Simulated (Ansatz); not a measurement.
Wanted: the native input for an Ansatz 0.2.0 run.

* Task: single point
* Functional: PBEsol
* Potentials or basis: Ansatz PAW
* Cutoff: 420 eV (not typed: the program's choice for these potentials)
* k mesh: 7 × 7 × 7
* Occupations: fermi-dirac, width 0.05 eV
* Spin: no spin polarisation

The system is GaGe3.

```
Ge Ga
1.0
     0.00000    3.38717    3.38717
     3.38717    0.00000    3.38717
     3.38717    3.38717    0.00000
Ge Ga
3 1
Direct
  0.50734 0.50116 0.49465
  0.75945 0.75176 0.74618
  0.24907 0.25508 0.25198
  0.00983 0.98232 0.01066
```

The cell comes from a database or a generator and needn't be the stable form of this composition.

The cell isn't the ideal one: atoms moved at random, drawn with an rms of 0.05 Å.

One way to write it, as run:

input.yaml

```yaml
crystal:
  lattice:
    - [0.0, 3.387167, 3.387167]
    - [3.387167, 0.0, 3.387167]
    - [3.387167, 3.387167, 0.0]
  atoms:
    - { symbol: Ge, position: [0.507338, 0.501162, 0.494646] }
    - { symbol: Ge, position: [0.759453, 0.751759, 0.746176] }
    - { symbol: Ge, position: [0.249069, 0.255079, 0.251983] }
    - { symbol: Ga, position: [0.009828, -0.017682, 0.010665] }
hamiltonian:
  xc: pbesol
  pseudopotentials: { kind: paw }
kpoints:
  mp_grid: { grid: [7, 7, 7] }
scf:
  occupations: { method: fermi_dirac, width: 0.05 }
output:
  forces: true
  stress: true
  eigenvalues: true
```

Potentials or basis: Ansatz PAW.

Command:

```sh
$ ansatz run input.yaml --threads 2 --pin off --max-ram 5632MiB --backend cpu --events-out ev --progress --plain --runs-dir out
```

Results of the run:

| Property | Result |
| --- | --- |
| Pressure | -3.8 GPa |
| Largest force | 0.155 eV/Å |
| Band gap on the k mesh | none (metal or under the smearing width) |

Caveat: the PAW data sets come from PBE, with cores solved anew for the run's functional, which leaves a small shift of forces and pressure.

Wall time 21 s on 2 threads of Intel(R) Xeon(R) 6975P-C (Granite Rapids), with other jobs on the host, peak memory 0.66 GiB.
